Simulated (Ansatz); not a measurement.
# GeNSi: the cost of one run

The runs use Ansatz 0.2.0, Gaussian basis; cc-pVTZ, core rule «outside noble gas», up to 20 orbitals frozen.

To be run: UHF; CCSD(T) on ROHF; CCSD(T) on UHF; BCCD(T) on ROHF; CCSDT(Q) on ROHF; CCSDT(Q) on UHF; CASSCF and NEVPT2, 13 electrons in 12 orbitals.

6 further runs of the same task are left out: 1 for a known fault of the program, 5 set aside as unsound or not needed.

## (1) The system

The geometry is a PBE0/def2-TZVP stationary point (not a proven minimum) of the parent state, kept for this charge and spin. No spin-orbit coupling is included. The filled d shell of Ge may be among the frozen orbitals whatever the setting's name suggests; the logs give the count.

3 atoms, charge 0, spin multiplicity 4.

Atoms are counted from 1 here; the program's logs count them from 0.

Bond lengths: Ge1–Si2 2.353 Å, Si2–N3 1.602 Å. Angles: Ge1–Si2–N3 180.0°.

## (2) UHF

in.yaml reads:

```yaml
crystal:
  periodic: [false, false, false]
  atoms:
    - {symbol: Ge, position_ang: [0.000000, 0.000000, 2.102400]}
    - {symbol: Si, position_ang: [0.000000, 0.000000, -0.250300]}
    - {symbol: N, position_ang: [0.000000, 0.000000, -1.852100]}
basis:
  gaussian: {orbitals: cc-pVTZ}
magnetization: {spin_polarized: true, initial_magnetization: 3}
hamiltonian: {xc: hf}
output: {orbitals: {seedname: orbitals}}
```

Run with:

```bash
$ ansatz run in.yaml --threads 1 --pin off --events-out ev --progress --plain --max-ram 4096MiB --backend cpu
```

**Question.** How long does this run take on 1 thread of AMD EPYC 7R13, shared host, and how much memory does it need?

About 13 s, with a peak of 0.29 GiB.
